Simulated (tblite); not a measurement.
# F4Ge2H8N2OSi: the cost of one run

Programs: tblite 0.8.0 and PySCF 2.14.0. All values are calculated, for the isolated system unless a continuum is named. Atoms count from 0, parts from 1.

## (1) Starting point

18 atoms, charge 0, multiplicity 1; geometry: rigid parts in contact. Parts: 1 = atoms 0–13, `[F][GeH]([NH][SiH3])[O][GeH3]`, charge 0; 2 = atoms 14–17, `FN(F)F`, charge 0.

## (2) Bringing the parts together with GFN2-xTB

Job settings and geometry (Å):

```
{"job": {"kind": "dock", "xc": "GFN2-xTB", "basis": "xTB"}, "charge": 0, "multiplicity": 1, "parts": [{"atoms": "0-13", "charge": 0, "multiplicity": 1}, {"atoms": "14-17", "charge": 0, "multiplicity": 1}]}
Ge    -0.111613    -1.024187    -1.313417
N      1.313349     0.024042    -0.993817
Si     1.845088     0.658926     0.533826
O     -1.350663    -0.897567    -0.138661
Ge    -2.031266     0.126080     1.101253
F     -0.753000    -0.430904    -2.830572
H      0.100909    -2.484187    -1.536779
H      1.621024     0.529577    -1.810186
H      0.909803     1.655165     1.091025
H      3.137217     1.269720     0.222268
H      1.951363    -0.481801     1.447015
H     -1.173244    -0.043080     2.323042
H     -3.402481    -0.453751     1.273191
H     -2.056485     1.551967     0.631811
F     -2.375687    -2.512335    -2.365219
N     -3.565174    -1.889442    -2.573359
F     -3.451892    -1.418925    -3.843284
F     -3.464848    -0.766006    -1.815371
```

Level: GFN2-xTB search for minima from random contacts, gas phase.

Started as:

```
OMP_NUM_THREADS=1 python cluster_run.py task.json out
```

The driver reads the jobs from task.json and runs them one after another.

Q: Estimate the wall time of this first job on 1 thread of Arm Neoverse V1, shared host.

About 2.2 min.
